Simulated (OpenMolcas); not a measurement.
# Ni⁴⁺ among point charges: CASSCF and CASPT2 levels and susceptibility

How does a field of 6 point charges split the states of Ni⁴⁺, and what χT follows?

Method: state-averaged CASSCF and CASPT2, spin-orbit coupling by RASSI with atomic mean-field integrals. Code: OpenMolcas 26.06.

## 1. The system

```
Species                           : Ni⁴⁺ (nickel, Z = 28, 24 electrons)
Basis                             : ANO-RCC-VTZP [6s5p3d2f1g], 59 functions
Scalar Hamiltonian                : DKH2, point nucleus
Inactive shells                   : 1s 2s 2p 3s 3p
Active space                      : 6 electrons in 5 orbitals (3d)
Some configurations of this space : 3d6
Orbitals                          : optimised for each spin and parity, averaged over all roots
```

The outer shells:

3d6
```
3d [↑↓][↑ ][↑ ][↑ ][↑ ]
```

The ion sits among 6 point charges of -1 e arranged as a tetragonal octahedron (D4h), 1.73 Å from the ion, with the axial distance 1.765 Å.

Each step is its own input file, run in one work folder so that later steps find the files of earlier ones. Labels, J, g values, rates, χT and fits are worked out afterwards by a script from the matrices that RASSI stores. The input lists half of the charges; inversion (Group=XYZ) makes the rest.

## 2. GATEWAY and SEWARD: basis and integrals

a.inp

```
&GATEWAY
Coord
1

Ni 0.0 0.0 0.0
Basis=ANO-RCC-VTZP
Group=XYZ
NoMove
AngMom=0.0 0.0 0.0
AMFI
XField
3 Angstrom 0
1.730000 0.000000 0.000000 -1.000000
0.000000 1.730000 0.000000 -1.000000
0.000000 0.000000 1.764600 -1.000000
&SEWARD
```

Started as:

```
OMP_NUM_THREADS=1 MOLCAS_MEM=1689 MOLCAS_PROJECT=a pymolcas a.inp > a.log
```

## 3. Reference wave functions, quintets of even parity, 5 roots

a.inp

```
&RASSCF
FileOrb=start.orb
Symmetry=1
Spin=5
nActEl=6 0 0
Inactive=3 6
Ras2=5 0
CIRoot=5 5 1
SDav=5
CIMx=300
Iter=120 100
PrWF=0.3
OrbListing=Nothing
MaxOrb=0
>>> COPY $Project.JobIph JOB001
```

start.orb holds the contracted functions of the basis, ordered by shell, or the orbitals of the step before.

## 4. CASSCF: triplets of even parity, 45 roots

a.inp

```
&RASSCF
FileOrb=start.orb
Symmetry=1
Spin=3
nActEl=6 0 0
Inactive=3 6
Ras2=5 0
CIRoot=45 45 1
SDav=45
CIMx=300
Iter=120 100
PrWF=0.3
OrbListing=Nothing
MaxOrb=0
>>> COPY $Project.JobIph JOB002
```

## 5. CASSCF: singlets of even parity, 50 roots

a.inp

```
&RASSCF
FileOrb=start.orb
Symmetry=1
Spin=1
nActEl=6 0 0
Inactive=3 6
Ras2=5 0
CIRoot=50 50 1
SDav=50
CIMx=300
Iter=120 100
PrWF=0.3
OrbListing=Nothing
MaxOrb=0
>>> COPY $Project.JobIph JOB003
```

## 6. RASSI: spin-orbit coupling between the states

a.inp

```
&RASSI
NrOfJobIphs=3 5 45 50
1 2 3 4 5
1 2 3 4 5 6 7 8 9 10 11 12 13 14 15 16 17 18 19 20 21 22 23 24 25 26 27
28 29 30 31 32 33 34 35 36 37 38 39 40 41 42 43 44 45
1 2 3 4 5 6 7 8 9 10 11 12 13 14 15 16 17 18 19 20 21 22 23 24 25 26 27
28 29 30 31 32 33 34 35 36 37 38 39 40 41 42 43 44 45 46 47 48 49 50
IphNames
JOB001
JOB002
JOB003
EJob
SpinOrbit
DIPRint=1.0
SOCoupling=1000.0
Subsets=2
Property=9
'ANGMOM' 1 'ANGMOM' 2 'ANGMOM' 3 'MLTPL  1' 1 'MLTPL  1' 2 'MLTPL  1' 3
'AMFI' 1 'AMFI' 2 'AMFI' 3
SOProperty=3
'ANGMOM' 1 'ANGMOM' 2 'ANGMOM' 3
```

## 7. CASPT2: IPEA 0.25, imaginary shift 0.1 (closed shells correlated: 3s 3p)

a.inp

```
>>> COPY JOB001 $Project.JobIph
&CASPT2
Multistate=5 1 2 3 4 5
NoMult
Frozen=2 3
IPEA=0.25
Imaginary=0.1
MaxIter=60
WThr=0.0 0.3 0.05
PrWF=0.5
NoMix
>>> COPY JOB002 $Project.JobIph
&CASPT2
Multistate=45 1 2 3 4 5 6 7 8 9 10 11 12 13 14 15 16 17 18 19 20 21 22
23 24 25 26 27 28 29 30 31 32 33 34 35 36 37 38 39 40 41 42 43 44 45
NoMult
Frozen=2 3
IPEA=0.25
Imaginary=0.1
MaxIter=60
WThr=0.0 0.3 0.05
PrWF=0.5
NoMix
>>> COPY JOB003 $Project.JobIph
&CASPT2
Multistate=50 1 2 3 4 5 6 7 8 9 10 11 12 13 14 15 16 17 18 19 20 21 22
23 24 25 26 27 28 29 30 31 32 33 34 35 36 37 38 39 40 41 42 43 44 45 46
47 48 49 50
NoMult
Frozen=2 3
IPEA=0.25
Imaginary=0.1
MaxIter=60
WThr=0.0 0.3 0.05
PrWF=0.5
NoMix
```

(Steps that only read results are left out.)

Before running it: what results should come out? Wanted: spin-free ground state; first state of the same spin within the active space; lowest level; next level.

**Answer**, as computed:

```
                                            quantity                                                                        value
                                              method  SS-CASPT2, IPEA 0.25, imaginary shift 0.1 (closed shells correlated: 3s 3p)
                              spin-free ground state                                               5E, 2-fold in its orbital part
first state of the same spin within the active space                                                              5B2 at 329 cm⁻¹
                                        lowest level                                               2-fold E, g = 0.00, 0.00, 8.28
                                          next level                                                                     2.5 cm⁻¹
                                         χT at 300 K                                                               4.86 cm³ K/mol
                           effective moment at 300 K                                                                      6.24 μB
```

Cost by method:

```csv
method,time of its own steps,time with the reference
A. CASSCF,24 s,24 s
"B. SS-CASPT2, IPEA 0.25, imaginary shift 0.1, +3s 3p",10 s,34 s
```

Times are of one thread on a shared host.

The spin-free ground state (5E) comes to 100 % from free-ion D terms and keeps the highest spin of the shell. χT at 300 K is 4.86, against 3.01 cm³ K/mol for the spin alone, so orbital moment adds to it. An active space of the d shell alone favours high spin; real ions in strong fields can be low spin. The field of point charges can differ much from that of real complexes. With metal d orbitals alone active, the gaps between spin states are rough; where two lie within a few thousand cm-1, their order is open. Point charges carry no covalency, so the field is a model and not that of real ligands.
